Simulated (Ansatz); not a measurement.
Run this with Ansatz's Python interface and show what comes out.

Input file `input.yaml`:
```yaml
crystal:
  periodic: [false, false, false]
  atoms:
    - { symbol: F, position_ang: [1.2065, -0.8849, 0.8357] }
    - { symbol: C, position_ang: [0.1428, -0.5405, -0.0681] }
    - { symbol: F, position_ang: [-0.7737, -1.5683, -0.3162] }
    - { symbol: B, position_ang: [-0.4711, 0.8498, 0.2027] }
    - { symbol: Te, position_ang: [0.7486, 0.4394, -1.746] }
    - { symbol: H, position_ang: [-0.811, 1.6405, 1.0459] }
basis:
  gaussian: { orbitals: def2-SVP }
correlation:
  method: mp2
accuracy: medium
scf:
  lower_state_search: light
```

`chbf2te_deck.py`
```python
"""CHBF2Te through the session interface."""

import ansatz as az

session = az.Session.from_deck("input.yaml")
report = session.plan(threads=1).execute().report

for key in ("converged", "free_energy_ev", "reference_energy_ev", "n_frozen", "n_occupied", "n_virtual"):
    print(f"{key:22s} {report[key]}")
symbols = ["F", "C", "F", "B", "Te", "H"]
parts = report["correlation"]
for name in ("random_phase", "coupled_cluster", "perturbative"):
    if name in parts:
        print(f"{name:16s} {parts[name]['energy']['hartree']:12.7f} Ha")
if "second_order" in parts:
    pair = parts["second_order"]
    print(f"MP2 same spin {pair['same_spin']['hartree']:.7f} Ha, opposite spin {pair['opposite_spin']['hartree']:.7f} Ha")
```

```console
$ python chbf2te_deck.py
converged              True
free_energy_ev         -14405.53484822477
reference_energy_ev    -14386.421023670157
n_frozen               8
n_occupied             [19, 19]
n_virtual              [60, 60]
MP2 same spin -0.1924716 Ha, opposite spin -0.5099485 Ha
```

What to keep in mind:
- These settings explore the input space; basis and method may be short of convergence.
- The geometry is a force-field or estimated start, not a minimum of this method, and the basis set is short of its limit.
- Timing: 1.6 s on 1 thread of Arm Neoverse V2, on a shared host, peak memory 0.2 GiB.

(Lines on the test bed's own set-up are left out of the output.)
